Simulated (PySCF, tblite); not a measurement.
# C₄H₁₃NSi₂: a rotation path, then NMR shifts on frames, part 2 of 2

tblite 0.8.0 and PySCF 2.14.0. Atoms count from 0. The steps go on from the part before.

## (5) Shielding tensors: image 4, PBE0/pcSseg-1

What the job is given:

```
{"job": {"kind": "nmr", "xc": "PBE0", "basis": "pcSseg-1", "pop": false}, "charge": 0, "multiplicity": 1}
C      2.638600    -0.055700    -1.143100
C      2.014700     0.979000    -0.266800
C      0.990100     0.841100     0.562200
C      0.182600    -0.388600     0.815600
N     -1.228600    -0.254300     0.457200
Si    -1.885300     1.272100    -0.038300
Si    -2.069700    -1.767100     0.327300
H      2.077100    -0.984600    -1.152500
H      2.713100     0.320500    -2.162700
H      3.651300    -0.264100    -0.795300
H      2.497100     1.947800    -0.322200
H      0.686400     1.695800     1.148600
H      0.245400    -0.627300     1.888200
H      0.606600    -1.240100     0.274900
H     -1.516800     2.328100     0.908100
H     -3.334300     1.097600    -0.013100
H     -1.430700     1.635300    -1.386700
H     -1.737300    -2.566300     1.512200
H     -1.611700    -2.486100    -0.871500
H     -3.493600    -1.472500     0.254800
```

Method: GIAO PBE0/pcSseg-1 NMR shielding, non-relativistic, gas phase.

The program printed:

```text
coarse grid: 16720 points
cycle   1  E = -793.3289944136  dE =  5.244e-01  |g| = 4.578e-01  |ddm| = 3.954e+00
cycle   2  E = -793.2936745839  dE =  3.532e-02  |g| = 6.080e-01  |ddm| = 1.005e+00
cycle   3  E = -793.3772472331  dE = -8.357e-02  |g| = 9.637e-02  |ddm| = 6.536e-01
cycle   4  E = -793.3790690491  dE = -1.822e-03  |g| = 3.235e-02  |ddm| = 1.118e-01
cycle   5  E = -793.3793138024  dE = -2.448e-04  |g| = 1.053e-02  |ddm| = 3.578e-02
cycle   6  E = -793.3793367354  dE = -2.293e-05  |g| = 4.212e-03  |ddm| = 1.064e-02
cycle   7  E = -793.3793409722  dE = -4.237e-06  |g| = 3.744e-04  |ddm| = 3.602e-03
final grid: 149512 points
cycle   8  E = -793.4182362737  dE = -3.173e-05  |g| = 7.390e-03  |ddm| = 3.173e-02
cycle   9  E = -793.4182291298  dE =  7.144e-06  |g| = 9.197e-03  |ddm| = 1.554e-02
cycle  10  E = -793.4182498544  dE = -2.072e-05  |g| = 1.316e-03  |ddm| = 9.217e-03
cycle  11  E = -793.4182502271  dE = -3.727e-07  |g| = 2.593e-04  |ddm| = 1.315e-03
cycle  12  E = -793.4182502415  dE = -1.439e-08  |g| = 8.213e-05  |ddm| = 2.753e-04
cycle  13  E = -793.4182502429  dE = -1.338e-09  |g| = 3.346e-05  |ddm| = 8.491e-05
cycle  14  E = -793.4182502431  dE = -2.744e-10  |g| = 5.253e-06  |ddm| = 3.373e-05
converged SCF energy = -793.4182502431

GIAO shielding tensors (ppm)
atom      isotropic    diamagn.    paramagn.     s11        s22        s33       span
  0 C      170.697     248.871     -78.174    152.384    176.631    183.075     30.691
  1 C       47.801     255.655    -207.854    -65.182     49.496    159.089    224.271
  2 C       54.248     259.668    -205.420    -56.778     64.298    155.225    212.003
  3 C      141.356     246.267    -104.911    119.767    133.898    170.404     50.637
  4 N      267.431     329.881     -62.450    236.799    255.276    310.218     73.419
  5 Si     409.152     881.001    -471.849    372.913    383.909    470.635     97.722
  6 Si     396.231     880.527    -484.296    350.678    358.869    479.147    128.469
  7 H       29.431      32.281      -2.850     24.386     30.821     33.086      8.700
  8 H       29.924      29.014       0.909     26.318     27.349     36.105      9.786
  9 H       30.018      27.521       2.497     26.076     27.114     36.864     10.788
 10 H       25.592      31.237      -5.645     23.046     25.174     28.555      5.510
 11 H       25.261      33.943      -8.682     22.881     24.390     28.511      5.630
 12 H       28.047      30.919      -2.872     22.867     27.153     34.122     11.256
 13 H       27.973      33.805      -5.832     22.762     27.196     33.960     11.198
 14 H       26.790      30.639      -3.849     23.059     25.326     31.985      8.926
 15 H       27.182      30.488      -3.306     23.561     26.125     31.860      8.299
 16 H       27.057      30.654      -3.596     23.383     25.134     32.655      9.272
 17 H       27.060      29.304      -2.243     23.818     24.925     32.438      8.620
 18 H       27.031      29.875      -2.844     23.120     25.442     32.531      9.411
 19 H       26.981      29.820      -2.839     23.208     25.809     31.925      8.717
```

It took 48 s on 1 thread of Intel Xeon Platinum 8488C, shared host; peak memory 0.9 GiB.

Key values: δ C1 139.1, C2 132.7, C3 45.6, C0 16.2, H11 6.46, H10 6.13 ppm.

## (6) Nuclear shieldings: image 6, PBE0/pcSseg-1

What the job is given:

```
{"job": {"kind": "nmr", "xc": "PBE0", "basis": "pcSseg-1", "pop": false}, "charge": 0, "multiplicity": 1}
C      2.620300     0.408100    -1.154300
C      2.038600     1.022100     0.076300
C      1.021500     0.577900     0.800300
C      0.195300    -0.641400     0.553000
N     -1.225000    -0.335500     0.430800
Si    -1.682400     1.059900    -0.497900
Si    -2.289200    -1.670000     0.747200
H      2.025300    -0.422300    -1.521500
H      2.696900     1.157800    -1.941100
H      3.627600     0.046700    -0.944200
H      2.540000     1.928500     0.394600
H      0.714300     1.135300     1.675600
H      0.325100    -1.320400     1.405200
H      0.542200    -1.175500    -0.338800
H     -0.904300     2.217200    -0.060700
H     -3.101600     1.257900    -0.222400
H     -1.460200     0.848100    -1.935900
H     -1.889600    -2.224600     2.044400
H     -2.154000    -2.717500    -0.277800
H     -3.645800    -1.141300     0.764200
```

With the program's defaults for keys left out, this is: GIAO PBE0/pcSseg-1 NMR shielding, non-relativistic, gas phase.

The program printed:

```text
coarse grid: 16720 points
cycle   1  E = -793.3320013792  dE =  5.237e-01  |g| = 4.562e-01  |ddm| = 3.941e+00
cycle   2  E = -793.2975518083  dE =  3.445e-02  |g| = 6.035e-01  |ddm| = 9.969e-01
cycle   3  E = -793.3802439040  dE = -8.269e-02  |g| = 9.683e-02  |ddm| = 6.460e-01
cycle   4  E = -793.3820834060  dE = -1.840e-03  |g| = 3.268e-02  |ddm| = 1.128e-01
cycle   5  E = -793.3823338894  dE = -2.505e-04  |g| = 1.042e-02  |ddm| = 3.611e-02
cycle   6  E = -793.3823562834  dE = -2.239e-05  |g| = 4.209e-03  |ddm| = 1.069e-02
cycle   7  E = -793.3823605039  dE = -4.220e-06  |g| = 4.066e-04  |ddm| = 3.648e-03
final grid: 149512 points
cycle   8  E = -793.4203843794  dE = -3.121e-05  |g| = 7.536e-03  |ddm| = 3.003e-02
cycle   9  E = -793.4203773583  dE =  7.021e-06  |g| = 9.291e-03  |ddm| = 1.569e-02
cycle  10  E = -793.4203987306  dE = -2.137e-05  |g| = 1.250e-03  |ddm| = 9.232e-03
cycle  11  E = -793.4203990638  dE = -3.332e-07  |g| = 2.558e-04  |ddm| = 1.264e-03
cycle  12  E = -793.4203990773  dE = -1.356e-08  |g| = 7.710e-05  |ddm| = 2.678e-04
cycle  13  E = -793.4203990785  dE = -1.160e-09  |g| = 3.624e-05  |ddm| = 8.530e-05
cycle  14  E = -793.4203990788  dE = -3.186e-10  |g| = 5.134e-06  |ddm| = 3.517e-05
converged SCF energy = -793.4203990788

GIAO shielding tensors (ppm)
atom      isotropic    diamagn.    paramagn.     s11        s22        s33       span
  0 C      170.431     248.773     -78.342    152.926    175.801    182.566     29.640
  1 C       50.235     255.777    -205.542    -60.013     51.270    159.450    219.462
  2 C       48.946     257.512    -208.565    -59.165     58.812    147.192    206.357
  3 C      140.537     247.970    -107.433    121.757    128.686    171.168     49.412
  4 N      258.099     328.588     -70.488    239.125    245.614    289.558     50.433
  5 Si     407.429     881.292    -473.864    367.745    380.148    474.393    106.648
  6 Si     394.113     880.365    -486.252    341.368    361.058    479.914    138.546
  7 H       29.441      32.181      -2.740     24.608     30.917     32.799      8.191
  8 H       29.968      28.891       1.078     26.392     27.453     36.060      9.668
  9 H       29.981      27.560       2.421     26.032     27.031     36.879     10.847
 10 H       25.684      31.124      -5.441     23.268     25.394     28.388      5.121
 11 H       25.963      33.519      -7.556     23.191     26.038     28.661      5.470
 12 H       28.322      32.177      -3.855     22.974     28.463     33.527     10.553
 13 H       27.729      33.534      -5.804     22.745     26.573     33.870     11.124
 14 H       26.714      31.001      -4.286     22.569     26.942     30.633      8.064
 15 H       27.241      30.783      -3.542     23.571     25.969     32.183      8.612
 16 H       27.310      30.694      -3.384     24.114     24.706     33.109      8.994
 17 H       27.071      29.530      -2.458     23.424     25.400     32.390      8.966
 18 H       26.985      29.152      -2.168     23.296     24.894     32.764      9.468
 19 H       26.913      29.577      -2.664     23.186     25.650     31.904      8.718
```

Wall time 41 s (1 thread of Intel Xeon Platinum 8488C, shared host); peak memory 0.9 GiB.

Key values: δ C2 138.0, C1 136.7, C3 46.4, C0 16.5, H10 6.03, H11 5.75 ppm.

## (7) Shielding tensors: image 8, PBE0/pcSseg-1

What the job is given:

```
{"job": {"kind": "nmr", "xc": "PBE0", "basis": "pcSseg-1", "pop": false}, "charge": 0, "multiplicity": 1}
C      2.635200     0.789000    -0.982500
C      2.034900     0.672900     0.379800
C      0.993800    -0.056800     0.750900
C      0.119500    -0.917200    -0.107300
N     -1.280100    -0.532800     0.003200
Si    -1.734800     0.883000    -0.892700
Si    -2.184200    -1.215900     1.316400
H      2.096100     0.207300    -1.723100
H      2.640700     1.833400    -1.294000
H      3.670700     0.448500    -0.958600
H      2.545300     1.260500     1.134100
H      0.677800    -0.031700     1.786200
H      0.223800    -1.960300     0.213000
H      0.417700    -0.856700    -1.155900
H     -1.124300     2.104900    -0.352100
H     -3.189300     0.960700    -0.832000
H     -1.259100     0.673800    -2.264200
H     -1.844400    -0.626400     2.620400
H     -1.852800    -2.643600     1.338800
H     -3.591500    -0.981900     1.016700
```

Level: GIAO PBE0/pcSseg-1 NMR shielding, non-relativistic, gas phase.

The program printed:

```text
coarse grid: 16720 points
cycle   1  E = -793.3321594608  dE =  5.206e-01  |g| = 4.590e-01  |ddm| = 3.928e+00
cycle   2  E = -793.2985238376  dE =  3.364e-02  |g| = 6.034e-01  |ddm| = 9.933e-01
cycle   3  E = -793.3811669059  dE = -8.264e-02  |g| = 9.959e-02  |ddm| = 6.431e-01
cycle   4  E = -793.3831322547  dE = -1.965e-03  |g| = 3.209e-02  |ddm| = 1.142e-01
cycle   5  E = -793.3833726666  dE = -2.404e-04  |g| = 1.024e-02  |ddm| = 3.609e-02
cycle   6  E = -793.3833938336  dE = -2.117e-05  |g| = 4.301e-03  |ddm| = 1.040e-02
cycle   7  E = -793.3833982635  dE = -4.430e-06  |g| = 3.888e-04  |ddm| = 3.771e-03
final grid: 149512 points
cycle   8  E = -793.4216603439  dE = -2.824e-05  |g| = 7.427e-03  |ddm| = 2.830e-02
cycle   9  E = -793.4216531360  dE =  7.208e-06  |g| = 9.263e-03  |ddm| = 1.543e-02
cycle  10  E = -793.4216741177  dE = -2.098e-05  |g| = 1.346e-03  |ddm| = 9.120e-03
cycle  11  E = -793.4216745146  dE = -3.969e-07  |g| = 2.477e-04  |ddm| = 1.343e-03
cycle  12  E = -793.4216745276  dE = -1.302e-08  |g| = 7.721e-05  |ddm| = 2.706e-04
cycle  13  E = -793.4216745288  dE = -1.170e-09  |g| = 3.438e-05  |ddm| = 8.431e-05
cycle  14  E = -793.4216745291  dE = -2.869e-10  |g| = 5.245e-06  |ddm| = 3.432e-05
converged SCF energy = -793.4216745291

GIAO shielding tensors (ppm)
atom      isotropic    diamagn.    paramagn.     s11        s22        s33       span
  0 C      171.051     248.845     -77.795    153.282    176.400    183.469     30.187
  1 C       53.808     255.587    -201.780    -56.147     57.598    159.972    216.119
  2 C       52.496     260.348    -207.852    -56.432     64.062    149.858    206.290
  3 C      136.552     246.176    -109.624    114.933    127.169    167.554     52.621
  4 N      253.902     328.879     -74.977    230.546    250.792    280.369     49.823
  5 Si     397.425     881.389    -483.964    344.715    371.027    476.534    131.819
  6 Si     394.994     880.647    -485.653    336.645    370.370    477.966    141.321
  7 H       29.560      32.011      -2.451     24.844     31.018     32.819      7.975
  8 H       30.004      29.110       0.894     26.357     27.481     36.173      9.816
  9 H       30.020      27.408       2.612     25.943     27.246     36.870     10.927
 10 H       25.827      31.696      -5.869     23.146     25.748     28.588      5.442
 11 H       25.934      34.417      -8.483     22.528     25.389     29.885      7.357
 12 H       28.216      32.239      -4.022     23.356     28.012     33.282      9.926
 13 H       27.766      33.509      -5.744     23.387     26.743     33.167      9.781
 14 H       26.966      30.922      -3.956     23.474     25.572     31.851      8.378
 15 H       27.078      30.580      -3.502     23.268     25.904     32.060      8.791
 16 H       27.209      30.765      -3.556     24.342     25.000     32.285      7.943
 17 H       26.783      29.901      -3.118     22.775     25.106     32.467      9.692
 18 H       27.049      29.737      -2.689     23.704     25.206     32.236      8.532
 19 H       26.939      29.705      -2.766     23.158     25.628     32.032      8.874
```

Wall time 40 s (1 thread of Intel Xeon Platinum 8488C, shared host); peak memory 0.9 GiB.

This run: δ C2 134.4, C1 133.1, C3 50.4, C0 15.9, H10 5.89, H11 5.78 ppm.

## (8) Run by run: NMR shifts

Shifts (ppm) of some atoms, chosen among heavy atoms and hydrogens apart, with basis size and wall time:

| frame | C2 | C1 | C3 | H11 | H16 | N4 | Si5 | functions | time |
| --- | --- | --- | --- | --- | --- | --- | --- | --- | --- |
| image 0 | 134.2 | 133.1 | 50.4 | 5.81 | 4.92 | 14.9 | -46.0 | 198 | 42 s |
| image 2 | 135.3 | 133.5 | 48.1 | 6.01 | 4.82 | 4.8 | -51.2 | 198 | 41 s |
| image 4 | 132.7 | 139.1 | 45.6 | 6.46 | 4.66 | 0.3 | -60.0 | 198 | 48 s |
| image 6 | 138.0 | 136.7 | 46.4 | 5.75 | 4.41 | 9.6 | -58.3 | 198 | 41 s |
| image 8 | 134.4 | 133.1 | 50.4 | 5.78 | 4.51 | 13.8 | -48.3 | 198 | 40 s |

## (9) Summary of results

The summary covers parts 1 to 2.

```
                                        quantity                                                                             value
                                         barrier                                                0.157 eV (3.6 kcal/mol) at image 4
                           end to end (GFN2-xTB)                                                                          0.002 eV
 ¹³C shifts against TMS (PBE0/pcSseg-1, image 0)                                                      134.2, 133.1, 50.4, 15.7 ppm
  ¹H shifts against TMS (PBE0/pcSseg-1, image 0)  5.92, 5.81, 4.92, 4.77, 4.73, 4.67, 4.64, 4.51, 3.96, 3.48, 2.20, 1.71, 1.70 ppm
 ¹⁵N shifts against NH3 (PBE0/pcSseg-1, image 0)                                                                          14.9 ppm
²⁹Si shifts against TMS (PBE0/pcSseg-1, image 0)                                                                  -46.0, -48.2 ppm
                        range of the shift of N4                                                                   0.3 to 14.9 ppm
```

**Reading.** Along the band the dihedral turns by 162°, and the top (dihedral -7°) lies 3.6 kcal/mol above the start (GFN2-xTB, rough), so at room temperature this motion is fast. The top was not checked by a frequency run. Shifts at one fixed geometry are not the observed spectrum, which averages over the motion. In ppm, N4 moves most: its shift spreads over 14.6 ppm, from 0.3 (image 4) to 14.9 (image 0).
